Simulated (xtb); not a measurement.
**VCl4 (SMILES [Cl][V]([Cl])([Cl])[Cl]) at GFN2-xTB**

Aim: a structure relaxation of VCl4. 

The results are computed with xtb 6.7.1.

1 further run of the same task is left out (set aside as unsound or not needed).

## Step 1: The structure to begin with

VCl4 has 5 atoms, charge 0, and is taken as a doublet. As SMILES, `[Cl][V]([Cl])([Cl])[Cl]`. All atoms were displaced at random from a relaxed shape. The run starts from this shape.

Bond lengths: V1–Cl2 2.030 Å, V1–Cl3 1.913 Å, V1–Cl4 2.005 Å, V1–Cl5 2.205 Å. Angles: Cl2–V1–Cl3 112.1°, Cl2–V1–Cl4 114.8°, Cl2–V1–Cl5 98.1°, Cl3–V1–Cl4 110.3°, Cl3–V1–Cl5 119.1°, Cl4–V1–Cl5 101.8°.

## Step 2: A geometry optimisation at GFN2-xTB

File xcontrol:

```
$opt
   hessian=old
$end
```

File coord:

```
$coord
      0.190219831705      0.129087191573     -0.106826217825  v
     -0.019369692777     -0.399998328800      3.687573765072  cl
      3.609074541855      0.334821674761     -1.261959106025  cl
     -1.819749566231      3.061942136992     -1.417426874298  cl
     -2.154193295767     -3.107673509208     -1.283804340026  cl
$end
```

Command:

```console
$ xtb coord -I xcontrol -u 1 --opt normal -P 1 | tee out.txt
```

Q: Predict the results. Wanted: total energy at the end; dipole moment; HOMO energy; LUMO energy; dispersion energy; mean polarisability.

Answer, from the run:

Level: GFN2-xTB.

| quantity | value |
| --- | --- |
| total energy at the end | -20.33531 Eh |
| dipole moment | 0.01 D |
| HOMO energy (partly filled) | -9.94 eV |
| LUMO energy | -9.73 eV |
| dispersion energy | -16.73 kJ/mol |
| mean polarisability (D4 model) | 84.8 bohr³ |

In words: At the final geometry: Bond lengths: V1–Cl2 2.038 Å, V1–Cl3 2.036 Å, V1–Cl4 2.037 Å, V1–Cl5 2.037 Å. Angles: Cl2–V1–Cl3 105.5°, Cl2–V1–Cl4 117.6°, Cl2–V1–Cl5 105.5°, Cl3–V1–Cl4 105.6°, Cl3–V1–Cl5 117.8°, Cl4–V1–Cl5 105.5°. The optimisation took 8 steps and changed the energy by -0.255 eV. Mulliken charges run from -0.07 on Cl5 to +0.30 on V1.
